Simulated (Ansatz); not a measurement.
# F₂H₂O₃W: basis-set convergence

The task here is to estimate one member of a computed series from the others.

Computed with Ansatz 0.2.0, Gaussian basis. Level: one geometry, several basis sets.

The runs, in order: PBE0-D4/def2-SVP; ωB97M-V/def2-SVP; PBE0-D4/def2-QZVPP; ωB97M-V/def2-QZVPP; the functionals' def2-TZVPP values are taken from earlier runs.

## The relaxed structure

The geometry comes from an earlier relaxation with PBE0-D4 in a triple-zeta def2 set; it is a stationary point, not always the lowest conformer. W takes the def2 core potential; no spin-orbit term is included.

SMILES `[O]=[W]([OH])([OH])([F])[F]`, 8 atoms, charge 0, spin multiplicity 1.

Atoms are counted from 1 here; the program's logs count them from 0.

Bond lengths: O1–W2 1.681 Å, W2–O3 1.885 Å, W2–O4 1.882 Å, W2–F5 1.878 Å, W2–F6 1.859 Å, O3–H7 0.960 Å, O4–H8 0.959 Å. Angles: O1–W2–O3 108.4°, O1–W2–O4 99.4°, O1–W2–F5 110.8°, O1–W2–F6 104.0°, O3–W2–O4 90.4°, O3–W2–F5 140.7°, O3–W2–F6 85.1°, O4–W2–F5 85.7°, O4–W2–F6 156.3°, F5–W2–F6 83.1°, W2–O3–H7 122.0°, W2–O4–H8 128.0°.

Geometry (Å):

```xyz
8
charge 0, multiplicity 1
O    -1.3892   -0.4148    1.3114
W    -0.3454    0.2831    0.1944
O     1.4196    0.0892    0.8276
O    -0.1067   -1.1819   -0.9624
F    -1.3058    1.0629   -1.2191
F    -0.1877    2.0452    0.7641
H     1.8395   -0.7707    0.9099
H     0.1681   -1.1701   -1.8815
```

Set-up of the first run:

in.yaml

```yaml
crystal:
  periodic: [false, false, false]
  atoms:
    - {symbol: O, position_ang: [-1.389241, -0.414850, 1.311371]}
    - {symbol: W, position_ang: [-0.345404, 0.283111, 0.194428]}
    - {symbol: O, position_ang: [1.419564, 0.089233, 0.827587]}
    - {symbol: O, position_ang: [-0.106708, -1.181913, -0.962364]}
    - {symbol: F, position_ang: [-1.305842, 1.062863, -1.219125]}
    - {symbol: F, position_ang: [-0.187748, 2.045191, 0.764055]}
    - {symbol: H, position_ang: [1.839479, -0.770679, 0.909862]}
    - {symbol: H, position_ang: [0.168099, -1.170057, -1.881515]}
basis:
  gaussian: {orbitals: def2-SVP}
hamiltonian: {xc: pbe0, dispersion: d4}
output: {orbitals: {seedname: orbitals}}
```

Steps of the session up to this table: PBE0-D4 in def2-SVP; ωB97M-V in def2-SVP; PBE0-D4 in def2-QZVPP; ωB97M-V in def2-QZVPP.

One table of the session follows, with a row left open; its other results are not shown here.

It belongs to the step «Functionals by basis». 

```
functional       basis  HOMO (eV)  LUMO (eV)
   PBE0-D4    def2-SVP          ?          ?
   PBE0-D4  def2-TZVPP      -9.80      -3.11
   PBE0-D4  def2-QZVPP      -9.83      -3.15
   ωB97M-V    def2-SVP     -12.12      -0.92
   ωB97M-V  def2-TZVPP     -12.18      -0.88
   ωB97M-V  def2-QZVPP     -12.22      -0.94
```

Q: Estimate the row for PBE0-D4, def2-SVP from the others.

**Answer.** HOMO (eV): -9.75; LUMO (eV): -3.17. In the column «HOMO (eV)» it is the highest.
